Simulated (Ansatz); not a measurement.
**C₂H₅GeNO: up Jacob's ladder to CCSD(T)**

An exercise on one series of results from a longer session: the logs are not shown, and one member is left open.

Method: functionals in def2-TZVPP, the program's frozen cores in correlated methods; program: Ansatz 0.2.0, Gaussian basis.

The runs, in order: PBE-D4, r2SCAN-D4, PBE0-D4, B3LYP-D4, ωB97X-V, ωB97M-V, B2PLYP; CCSD(T)/def2-TZVPP; MP2/def2-QZVPP; extrapolation to the limit.

## The geometry

The geometry comes from an earlier relaxation with PBE0-D4 in a triple-zeta def2 set; it is a stationary point, not always the lowest conformer.

SMILES `N=[C]1[CH2][GeH]1[OH]`, 10 atoms, charge 0, spin multiplicity 1.

Atoms are counted from 1 here; the program's logs count them from 0.

Bond lengths: N1–C2 1.253 Å, N1–H6 1.020 Å, C2–C3 1.505 Å, C2–Ge4 1.946 Å, C3–Ge4 1.967 Å, C3–H7 1.092 Å, C3–H8 1.089 Å, Ge4–O5 1.775 Å, Ge4–H9 1.525 Å, O5–H10 0.960 Å. Angles: C2–N1–H6 111.6°, N1–C2–C3 132.7°, N1–C2–Ge4 158.0°, C3–C2–Ge4 68.1°, C2–C3–Ge4 66.6°, C2–C3–H7 113.5°, C2–C3–H8 117.7°, Ge4–C3–H7 114.0°, Ge4–C3–H8 125.4°, H7–C3–H8 112.1°, C2–Ge4–C3 45.2°, C2–Ge4–O5 123.9°, C2–Ge4–H9 125.5°, C3–Ge4–O5 118.8°, C3–Ge4–H9 123.7°, O5–Ge4–H9 107.2°, Ge4–O5–H10 112.4°.

Coordinates:

```xyz
10
C2H5GeNO
N    -0.98577   -0.60328    1.90110
C    -0.44423   -0.34443    0.80140
C     0.63089   -1.03377    0.00488
Ge   -0.24066    0.43548   -0.96993
O     0.68850    1.91159   -1.30170
H    -1.72921    0.06039    2.11949
H     1.64198   -0.80164    0.34499
H     0.50313   -2.09466   -0.20680
H    -1.18991    0.22503   -2.14488
H     1.20837    2.19419   -0.54545
```

Set-up of the first run:

Input file in.yaml:

```yaml
crystal:
  periodic: [false, false, false]
  atoms:
    - {symbol: N, position_ang: [-0.985775, -0.603276, 1.901101]}
    - {symbol: C, position_ang: [-0.444232, -0.344429, 0.801399]}
    - {symbol: C, position_ang: [0.630895, -1.033772, 0.004881]}
    - {symbol: Ge, position_ang: [-0.240662, 0.435476, -0.969927]}
    - {symbol: O, position_ang: [0.688502, 1.911592, -1.301704]}
    - {symbol: H, position_ang: [-1.729207, 0.060387, 2.119492]}
    - {symbol: H, position_ang: [1.641980, -0.801644, 0.344988]}
    - {symbol: H, position_ang: [0.503135, -2.094656, -0.206800]}
    - {symbol: H, position_ang: [-1.189907, 0.225026, -2.144880]}
    - {symbol: H, position_ang: [1.208370, 2.194193, -0.545451]}
basis:
  gaussian: {orbitals: def2-TZVPP}
hamiltonian: {xc: pbe, dispersion: d4}
output: {forces: true, orbitals: {seedname: orbitals}}
```

Run with:

```bash
ansatz run in.yaml --threads 4 --pin off --events-out ev --progress --plain --max-ram 10444MiB
```

Among the steps run: PBE-D4 (GGA); r2SCAN-D4 (meta-GGA); PBE0-D4 (hybrid); B3LYP-D4 (hybrid); ωB97X-V (range-separated); ωB97M-V (range-separated); B2PLYP (double hybrid); CCSD(T) in def2-TZVPP; MP2 in def2-QZVPP.

One of the session's tables, all rows but one given; the rest of the session is left out.

| method | atomisation energy (kJ/mol) |
| --- | --- |
| PBE-D4 | 3787.1 |
| r2SCAN-D4 | 3668.7 |
| PBE0-D4 | 3668.8 |
| B3LYP-D4 | 3649.0 |
| ωB97X-V | 3667.9 |
| ωB97M-V | 3656.3 |
| B2PLYP | 3616.2 |
| HF/def2-TZVPP | 2405.6 |
| MP2/def2-TZVPP | ? |
| CCSD/def2-TZVPP | 3472.9 |
| CCSD(T)/def2-TZVPP | 3555.2 |
| MP2/CBS | 3745.9 |
| CCSD(T)/CBS | 3662.0 |

Estimate the missing values for MP2/def2-TZVPP.

As computed: atomisation energy (kJ/mol): 3639.1. In the column «atomisation energy (kJ/mol)» it lies between B2PLYP (3616.2) and B3LYP-D4 (3649.0).
